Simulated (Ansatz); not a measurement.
Task: a relaxation of the ions of ScAl, space group Pm-3m, with the Python package of Ansatz (0.2.0). Give the script and its output. Use: PBEsol, PAW, the default cutoff (420 eV here), 4×4×4 k-points, Methfessel-Paxton smearing of 0.1 eV.

The script reads `scal.xyz`:
```text
2
Lattice="3.37034897 0.0 0.0 0.0 3.37034897 0.0 0.0 0.0 3.37034897" Properties=species:S:1:pos:R:3 pbc="T T T"
Sc    1.68517449    1.68517449    1.68517449
Al    0.00000000    0.00000000    0.00000000
```

The script, `scal.py`:
```python
"""Relax the ions of ScAl at fixed cell."""

from pathlib import Path
import warnings

import ansatz as az
from ase.data import atomic_numbers
import numpy as np
import pandas as pd
import spglib

warnings.simplefilter("ignore", az.DeckWarning)

system = az.Crystal.from_extxyz("scal.xyz")
# a displaced start

calc = (
    system.move(1, to=[0.008901, 0.008901, 0.0]).calculation()
    .functional("PBEsol")
    .accuracy("low")
    .kpoints(4)
    .occupations("methfessel_paxton")
    .scf(algorithm="density_mixing")
    .relax(max_steps=60)
    .potential_components()
    .bader_charges()
)
steps = []


def collect(event):
    if event["event"] == "relax_step":
        steps.append(event["data"])


outcome = calc.session().plan().execute(on_event=collect)
report = outcome.report
print("step   energy (eV)     max comp. (eV/A)  SCF")
for s in steps:
    print(f"{s['step']:4d} {s['lagrangian_ev']:15.5f} {s['allowed_force_max_ev_ang']:12.4f} {s['n_scf']:5d}")

first, last = steps[0], steps[-1]
symbols = [site.symbol for site in outcome.lattice.sites]
print(f"energy gained {first['lagrangian_ev'] - last['lagrangian_ev']:.4f} eV in {len(steps) - 1} steps")

fractions = [site.position_frac for site in outcome.lattice.sites]
numbers = [atomic_numbers[s] for s in symbols]
for tolerance in (1e-3, 1e-2, 1e-1):
    print(f"space group at {tolerance} A:", spglib.get_spacegroup((outcome.lattice.cell_ang, fractions, numbers), symprec=tolerance))

print("atom   start x y z (A)              end x y z (A)")
for symbol, a, b in zip(symbols, first["positions_ang"], last["positions_ang"]):
    print(f"{symbol:3s}", " ".join(f"{v:8.4f}" for v in a), "  ", " ".join(f"{v:8.4f}" for v in b))

for key in ("converged", "n_iterations", "n_electrons", "n_kpoints", "n_pw", "n_symmetry_ops", "free_energy_ev", "fermi_energy_ev"):
    print(f"{key:18s} {report[key]}")

folder = Path(outcome.write_results("parts"))
text = (folder / "v_comp_z.tsv").read_text().splitlines()
rows = np.array([line.split() for line in text if not line.startswith("#")], dtype=float)
print(text[0])
print(np.array2string(rows[:: max(len(rows) // 12, 1)], precision=3, suppress_small=True))

basins = outcome.bader_charges()
frame = pd.DataFrame([(a.symbol, a.partial_charge_e, a.basin.volume_ang3) for a in basins.atoms], columns=["atom", "charge (e)", "volume (A^3)"])
print(frame.round(3).to_string())
print("sum of charges", round(frame["charge (e)"].sum(), 4), " sum of volumes", round(frame["volume (A^3)"].sum(), 3))
```

Running `python scal.py` prints:
```text
step   energy (eV)     max comp. (eV/A)  SCF
   1     -2636.86856       0.1510     5
   2     -2636.87005       0.1237     4
   3     -2636.87309       0.0002     4
   4     -2636.87309       0.0002     2
energy gained 0.0045 eV in 3 steps
space group at 0.001 A: Pm-3m (221)
space group at 0.01 A: Pm-3m (221)
space group at 0.1 A: Pm-3m (221)
atom   start x y z (A)              end x y z (A)
Sc    1.6852   1.6852   1.6852      1.7002   1.7002   1.6852
Al    0.0300   0.0300   0.0000      0.0150   0.0150   0.0000
converged          True
n_iterations       2
n_electrons        14.0
n_kpoints          21
n_pw               739
n_symmetry_ops     4
free_energy_ev     -2636.873086935757
fermi_energy_ev    9.26462115071745
# z_ang	v_loc[eV]	v_h[eV]	v_xc[eV]
[[  0.     20.748 -14.847 -10.231]
 [  0.281  19.109 -13.403  -9.995]
 [  0.562  14.648  -9.093  -9.425]
 [  0.843   7.562  -2.045  -9.546]
 [  1.123  -3.296   7.037 -10.33 ]
 [  1.404 -14.956  15.457 -11.085]
 [  1.685 -20.071  18.943 -11.372]
 [  1.966 -14.956  15.457 -11.085]
 [  2.247  -3.296   7.037 -10.33 ]
 [  2.528   7.562  -2.045  -9.546]
 [  2.809  14.648  -9.093  -9.425]
 [  3.089  19.109 -13.403  -9.995]]
  atom  charge (e)  volume (A^3)
0   Sc       1.147        13.386
1   Al      -1.147        24.899
sum of charges 0.0  sum of volumes 38.285
```

Notes:
- The settings weren't tested for convergence.
- For a metal this mesh is far too coarse, so the numbers only illustrate the procedure.
- An absolute Fermi energy rests on an arbitrary zero of the periodic potential and has no direct meaning.
- Energies along a relaxation are free energies. A last row that repeats the one before re-solves the same geometry more tightly.
- Bader volumes count only the part of each basin above a small density, so their sum can fall short of the cell.
- The structure comes from a database of computed cells and needn't be a stable or known phase.
- Timing: 10 s on 1 thread of Arm Neoverse V2 (shared host), peak memory 0.4 GiB.

(Lines on the test bed's own set-up are left out of the output.)
